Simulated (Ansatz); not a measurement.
# C3H7AlGe: geometry optimisation

The task is to find a stationary geometry of C3H7AlGe.

Program: Ansatz 0.2.0, Gaussian basis. Level of theory: RKS PBE0-D4/def2-TZVP. These are calculated values, not measurements.

Plan: relaxation at PBE-D4/def2-SVP; relaxation at PBE0-D4/def2-TZVP.

1 further run of the same task is left out (set aside as unsound or not needed).

## (1) The system as given

SMILES `[AlH2][GeH]1[CH]=C[CH2]1`, 12 atoms, charge 0, spin multiplicity 1.

Atoms are counted from 1 here; the program's logs count them from 0.

Bond lengths: Al1–Ge2 2.438 Å, Al1–H6 1.672 Å, Al1–H7 1.570 Å, Ge2–C3 1.936 Å, Ge2–C5 1.825 Å, Ge2–H8 1.504 Å, C3–C4 1.457 Å, C3–H9 1.053 Å, C4–C5 1.514 Å, C4–H10 1.022 Å, C5–H11 1.106 Å, C5–H12 1.146 Å. Angles: Ge2–Al1–H6 116.9°, Ge2–Al1–H7 122.1°, H6–Al1–H7 118.1°, Al1–Ge2–C3 113.0°, Al1–Ge2–C5 111.6°, Al1–Ge2–H8 123.8°, C3–Ge2–C5 70.0°, C3–Ge2–H8 112.6°, C5–Ge2–H8 113.6°, Ge2–C3–C4 96.9°, Ge2–C3–H9 131.0°, C4–C3–H9 131.6°, C3–C4–C5 93.2°, C3–C4–H10 133.4°, C5–C4–H10 132.6°, Ge2–C5–C4 99.6°, Ge2–C5–H11 110.4°, Ge2–C5–H12 110.4° and more.

As a file:

```xyz
12

Al   -0.1496    1.4824    1.9804
Ge   -0.9310   -0.0590    0.2606
C    -0.1979    0.3249   -1.4891
C     0.8066   -0.7306   -1.4929
C     0.3442   -1.2928   -0.1653
H    -0.9408    2.9508    2.0977
H     1.2730    1.3541    2.6310
H    -2.3342   -0.5948    0.1935
H    -0.3719    1.1263   -2.1498
H     1.4653   -1.0704   -2.1959
H    -0.1001   -2.3040   -0.2167
H     1.2133   -1.2420    0.5805
```

The start is a force-field geometry with small random shifts, so a cheaper pass at PBE-D4/def2-SVP comes first.

## (2) Optimising with PBE-D4/def2-SVP (cheap first pass)

The input, in.yaml:

```yaml
crystal:
  periodic: [false, false, false]
  atoms:
    - {symbol: Al, position_ang: [-0.149600, 1.482400, 1.980400]}
    - {symbol: Ge, position_ang: [-0.931000, -0.059000, 0.260600]}
    - {symbol: C, position_ang: [-0.197900, 0.324900, -1.489100]}
    - {symbol: C, position_ang: [0.806600, -0.730600, -1.492900]}
    - {symbol: C, position_ang: [0.344200, -1.292800, -0.165300]}
    - {symbol: H, position_ang: [-0.940800, 2.950800, 2.097700]}
    - {symbol: H, position_ang: [1.273000, 1.354100, 2.631000]}
    - {symbol: H, position_ang: [-2.334200, -0.594800, 0.193500]}
    - {symbol: H, position_ang: [-0.371900, 1.126300, -2.149800]}
    - {symbol: H, position_ang: [1.465300, -1.070400, -2.195900]}
    - {symbol: H, position_ang: [-0.100100, -2.304000, -0.216700]}
    - {symbol: H, position_ang: [1.213300, -1.242000, 0.580500]}
basis:
  gaussian: {orbitals: def2-SVP}
hamiltonian: {xc: pbe, dispersion: d4}
relax: {f_tol: 0.03, max_steps: 200}
```

Launch:

```bash
$ ansatz run in.yaml --threads 4 --pin off --events-out ev --progress --plain --max-ram 10444MiB
```

What it wrote, cut to the lines that bear on the results:

```text
Functional definition: PBE
  name "PBE"
  cite "Perdew, Burke & Ernzerhof, Phys. Rev. Lett. 77, 3865 (1996) doi:10.1103/PhysRevLett.77.3865"
  parent pbe
[...]
1424 factors; their error is unknown
[...]
mean field -66308.63997827 eV, -2436.7975735909 hartree, gradient 1.7e-5 eV, S^2 0.000000; 0 other end points of the search recorded, 0 dependent functions left out
[...]
reference -66308.64002194 eV, -2436.7975751959 hartree; 35, 35 occupied and 92, 92 virtual orbitals, 1424 factors
relax step   1: F+E_penalty+E_count = -66308.93063745 eV  Δ(F+E_penalty+E_count) = +0.000e0 eV  max|allowed force component| = 6.975e0 eV/Å  Δτ_max = 0.0000 Å  (29 SCF iters, accepted)
[...]
relax step   3: F+E_penalty+E_count = -66310.32590074 eV  Δ(F+E_penalty+E_count) = -1.362e-1 eV  max|allowed force component| = 9.000e-1 eV/Å  Δτ_max = 0.1703 Å  (37 SCF iters, accepted)
[...]
relax step   5: F+E_penalty+E_count = -66310.38880444 eV  Δ(F+E_penalty+E_count) = -6.290e-2 eV  max|allowed force component| = 1.367e-1 eV/Å  Δτ_max = 0.0853 Å  (30 SCF iters, accepted)
[...]
relax step   7: F+E_penalty+E_count = -66310.39226296 eV  Δ(F+E_penalty+E_count) = -1.145e-3 eV  max|allowed force component| = 1.059e-1 eV/Å  Δτ_max = 0.0537 Å  (32 SCF iters, accepted)
[...]
1424 factors; their error is unknown
[...]
mean field -66310.11561117 eV, -2436.8518020998 hartree, gradient 1.8e-5 eV, S^2 0.000000; 1 other end points of the search recorded, 0 dependent functions left out
[...]
reference -66310.11565587 eV, -2436.8518037426 hartree; 35, 35 occupied and 92, 92 virtual orbitals, 1424 factors
Total energy: -66310.39423513 eV, -2436.8620413414 hartree
Atom 0 at    -0.190746     1.687404     1.958922 Å, force    -0.006834     0.003706     0.006649 eV/Å
Atom 1 at    -0.896139    -0.008517     0.292318 Å, force     0.003344     0.008059     0.000028 eV/Å
Atom 2 at    -0.148271     0.364326    -1.505577 Å, force    -0.005607    -0.005156     0.007853 eV/Å
Atom 3 at     0.674003    -0.714664    -1.449753 Å, force     0.016680     0.009065    -0.009295 eV/Å
Atom 4 at     0.423966    -1.478725    -0.164632 Å, force    -0.015805    -0.022037     0.003226 eV/Å
Atom 5 at    -1.107762     2.960424     2.301706 Å, force     0.008434    -0.007222    -0.000009 eV/Å
Atom 6 at     1.260273     1.567487     2.634343 Å, force    -0.002465     0.002284    -0.002556 eV/Å
Atom 7 at    -2.392738    -0.458692     0.302956 Å, force     0.000813    -0.001730    -0.000935 eV/Å
Atom 8 at    -0.227032     1.117677    -2.304841 Å, force     0.003218    -0.004396    -0.004591 eV/Å
Atom 9 at     1.420459    -1.012641    -2.215338 Å, force    -0.004998     0.000893     0.001999 eV/Å
Atom 10 at    -0.045271    -2.474628    -0.313876 Å, force     0.005950     0.008577     0.003265 eV/Å
Atom 11 at     1.306157    -1.604550     0.497771 Å, force    -0.002729     0.007957    -0.005634 eV/Å
Dipole moment:     0.042435    -0.072832     0.024184 e Å
```

It took 15 s on 4 threads of Arm Neoverse V2, shared host.

Step by step: (the energy doesn't fall at every step)

```
step  energy from step 1 (eV)  largest force component (eV/Å)
   1                   0.0000                          6.9752
   2                  -1.2591                          1.9732
   3                  -1.3953                          0.9000
   4                  -1.1947                          2.1293
   5                  -1.4582                          0.1367
   6                  -1.4605                          0.0775
   7                  -1.4616                          0.1059
   8                  -1.4622                          0.1004
   9                  -1.4629                          0.0514
  10                  -1.4634                          0.0103
  11                  -1.4636                          0.0220
```

The force was under the threshold of 0.03 eV/Å already at step 10, but the program went on to step 11.

Close pairs (by a distance rule), those that changed most:

```
   bond  before (Å)  after (Å)  change (Å)
 Ge2–C5       1.825      2.028      +0.203
  C3–C4       1.457      1.358      -0.099
 C4–H10       1.022      1.110      +0.088
 Al1–H6       1.672      1.606      -0.066
 Ge2–H8       1.504      1.563      +0.059
  C3–H9       1.053      1.101      +0.048
 Ge2–C3       1.936      1.983      +0.047
Al1–Ge2       2.438      2.480      +0.042
```

## (3) Relaxation at PBE0-D4/def2-TZVP

The input, in.yaml:

```yaml
crystal:
  periodic: [false, false, false]
  atoms:
    - {symbol: Al, position_ang: [-0.190746, 1.687404, 1.958922]}
    - {symbol: Ge, position_ang: [-0.896139, -0.008517, 0.292318]}
    - {symbol: C, position_ang: [-0.148271, 0.364326, -1.505577]}
    - {symbol: C, position_ang: [0.674003, -0.714664, -1.449753]}
    - {symbol: C, position_ang: [0.423966, -1.478725, -0.164632]}
    - {symbol: H, position_ang: [-1.107762, 2.960424, 2.301706]}
    - {symbol: H, position_ang: [1.260273, 1.567487, 2.634343]}
    - {symbol: H, position_ang: [-2.392738, -0.458692, 0.302956]}
    - {symbol: H, position_ang: [-0.227032, 1.117677, -2.304841]}
    - {symbol: H, position_ang: [1.420459, -1.012641, -2.215338]}
    - {symbol: H, position_ang: [-0.045271, -2.474628, -0.313876]}
    - {symbol: H, position_ang: [1.306157, -1.604550, 0.497771]}
basis:
  gaussian: {orbitals: def2-TZVP}
hamiltonian: {xc: pbe0, dispersion: d4}
relax: {f_tol: 0.005, max_steps: 150}
```

Launched as before.

What it wrote, cut to the lines that bear on the results:

```text
Functional definition: PBE0
  name "PBE0"
  cite "Adamo & Barone, J. Chem. Phys. 110, 6158 (1999) doi:10.1063/1.478522"
  cite "Perdew, Burke & Ernzerhof, Phys. Rev. Lett. 77, 3865 (1996) doi:10.1103/PhysRevLett.77.3865"
  parent pbe
[...]
1528 factors; their error is unknown
[...]
mean field -66325.60146125 eV, -2437.4208965937 hartree, gradient 5.8e-5 eV, S^2 0.000000; 0 other end points of the search recorded, 0 dependent functions left out
[...]
reference -66325.60150161 eV, -2437.4208980766 hartree; 35, 35 occupied and 185, 185 virtual orbitals, 1528 factors
relax step   1: F+E_penalty+E_count = -66325.83956605 eV  Δ(F+E_penalty+E_count) = +0.000e0 eV  max|allowed force component| = 5.400e-1 eV/Å  Δτ_max = 0.0000 Å  (30 SCF iters, accepted)
[...]
Atom 2 at    -0.160877     0.345250    -1.526605 Å, force     0.000054    -0.001195     0.000807 eV/Å
Atom 3 at     0.644914    -0.722788    -1.480499 Å, force     0.000026     0.004432    -0.002337 eV/Å
Atom 4 at     0.446203    -1.454136    -0.176655 Å, force    -0.002788    -0.001946    -0.000475 eV/Å
Atom 5 at    -1.045744     3.009624     2.199465 Å, force    -0.000860     0.000960     0.000484 eV/Å
Atom 6 at     1.132853     1.478006     2.841235 Å, force     0.000338     0.000226     0.001192 eV/Å
Atom 7 at    -2.325284    -0.443810     0.339435 Å, force     0.000470    -0.000475    -0.000161 eV/Å
Atom 8 at    -0.258530     1.064528    -2.331243 Å, force     0.000826    -0.000308    -0.000597 eV/Å
Atom 9 at     1.344637    -1.038931    -2.256286 Å, force    -0.000338    -0.001010     0.000382 eV/Å
Atom 10 at    -0.005752    -2.442692    -0.287202 Å, force     0.000277    -0.000568     0.000786 eV/Å
Atom 11 at     1.341547    -1.546742     0.442123 Å, force     0.000256     0.000515     0.000015 eV/Å
Dipole moment:     0.047917    -0.045832     0.024607 e Å
```

Wall time 94 s (4 threads of Arm Neoverse V2, shared host); peak memory 0.73 GiB.

Relaxation path: (the energy doesn't fall at every step)

```
step  energy from step 1 (eV)  largest force component (eV/Å)
   1                   0.0000                          0.5400
   2                  -0.0431                          0.1603
   3                  -0.0454                          0.0904
   4                  -0.0467                          0.0373
   5                  -0.0469                          0.0155
   6                  -0.0471                          0.0113
   7                  -0.0473                          0.0151
   8                   0.5888                          5.6106
   9                  -0.0473                          0.0164
  10                  -0.0472                          0.0335
  11                  -0.0474                          0.0084
  12                  -0.0474                          0.0072
  13                  -0.0474                          0.0051
  14                  -0.0475                          0.0029
  15                  -0.0475                          0.0094
  16                  -0.0475                          0.0147
  17                  -0.0476                          0.0182
  18                  -0.0476                          0.0173
  19                  -0.0476                          0.0230
  20                  -0.0477                          0.0230
  21                  -0.0477                          0.0104
  22                  -0.0477                          0.0045
  23                  -0.0477                          0.0019
  24                  -0.0477                          0.0044
```

The force was under the threshold of 0.005 eV/Å already at step 14, but the program went on to step 24.

Distances of close pairs at the start and the end, largest changes first:

```
  bond  before (Å)  after (Å)  change (Å)
Ge2–C5       2.028      2.006      -0.022
Ge2–C3       1.983      1.962      -0.020
 C3–C4       1.358      1.339      -0.019
C4–H10       1.110      1.092      -0.018
C5–H11       1.111      1.093      -0.018
C5–H12       1.110      1.092      -0.018
 C3–H9       1.101      1.084      -0.017
Al1–H6       1.606      1.589      -0.017
```

Mulliken charges of the relaxed molecule (report file):

```
atom  value (e)
 Al1       0.32
 Ge2       0.08
  C3      -0.27
  C4      -0.12
  C5      -0.28
  H6      -0.10
  H7      -0.09
  H8      -0.01
  H9       0.12
 H10       0.11
 H11       0.13
 H12       0.12
```

## (4) Results

| quantity | value |
| --- | --- |
| point group | C1 |
| steps | 11 + 24 |
| shift from the start (rms) | 0.204 Å |
| total energy | -66325.8873 eV |
| dispersion term | -237 meV |
| dipole moment | 0.34 D |

The relaxed geometry lies 0.20 Å (rms) from the start; the bond that changed most is Ge2–C5, from 1.825 to 2.006 Å. No vibrations were run, so it is not proven to be a minimum. The largest Mulliken charge, +0.32 e, sits on Al1.
